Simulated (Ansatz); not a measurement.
## Na₃MgBiO₄, space group Amm2: a report of symmetry and cells, step by step

With the Ansatz DFT code, driven from Python.

The cells in order, each with its output:

In [1]:
```python
import ansatz as az
import numpy as np
```

In [2]:
```python
na3mgbio4 = (
    az.Lattice.from_parameters(3.34788, 6.55563, 11.71651, alpha=90, beta=90, gamma=90)
    .space_group(38, hermann_mauguin="Amm2")
    .atom("Na", (0.0, 0.7536, 0.28997))
    .atom("Na", (0.5, 0.5, 0.43023))
    .atom("Mg", (0.0, 0.0, 0.11265))
    .atom("Bi", (0.5, 0.5, 0.0536))
    .atom("O", (0.0, 0.2395, 0.00317))
    .atom("O", (0.5, 0.0, 0.20517))
    .atom("O", (0.5, 0.5, 0.23701))
    .primitive()
)
```

In [3]:
```python
read = na3mgbio4.crystallographic_orbits()
print("group", read["space_group"], read["hermann_mauguin"], "conventional content", read["formula"])
print("orbits:", [orbit["symbol"] + " " + str(orbit["wyckoff"]) for orbit in read["orbits"]])
for pair in read["least_distances"]:
    print(f"  shortest {pair['first']}-{pair['second']}: {pair['distance_ang']:.3f} A")
print("atoms in the primitive and conventional cells:", len(na3mgbio4.primitive().resolved().sites), len(na3mgbio4.conventional().resolved().sites))
built = na3mgbio4.resolved()
vectors = np.array(built.lattice.vectors)
print("cell vectors (A)")
print(vectors.round(4) + 0.0)
for index, site in enumerate(built.sites):
    print(index, site.symbol, np.round(site.position, 4) + 0.0)
```
```text
group 38 Amm2 conventional content Na6Mg2Bi2O8
orbits: ['Na 4d', 'Na 2b', 'Mg 2a', 'Bi 2b', 'O 4d', 'O 2b', 'O 2b']
  shortest Na-Na: 2.875 A
  shortest Na-Mg: 2.632 A
  shortest Na-Bi: 3.582 A
  shortest Na-O: 2.264 A
  shortest Mg-Mg: 3.348 A
  shortest Mg-Bi: 3.745 A
  shortest Mg-O: 1.994 A
  shortest Bi-Bi: 3.348 A
  shortest Bi-O: 2.149 A
  shortest O-O: 3.140 A
atoms in the primitive and conventional cells: 9 18
cell vectors (A)
[[ 3.3479  0.      0.    ]
 [ 0.      3.2778 -5.8583]
 [ 0.      3.2778  5.8583]]
0 Na [0.     0.4636 0.0436]
1 Na [0.     0.9564 0.5364]
2 Na [0.5    0.0698 0.9302]
3 Mg [0.     0.8874 0.1126]
4 Bi [0.5    0.4464 0.5536]
5 O [0.     0.2363 0.2427]
6 O [0.     0.7573 0.7637]
7 O [0.5    0.7948 0.2052]
8 O [0.5   0.263 0.737]
```

The structure comes from a database and needn't be a stable phase.
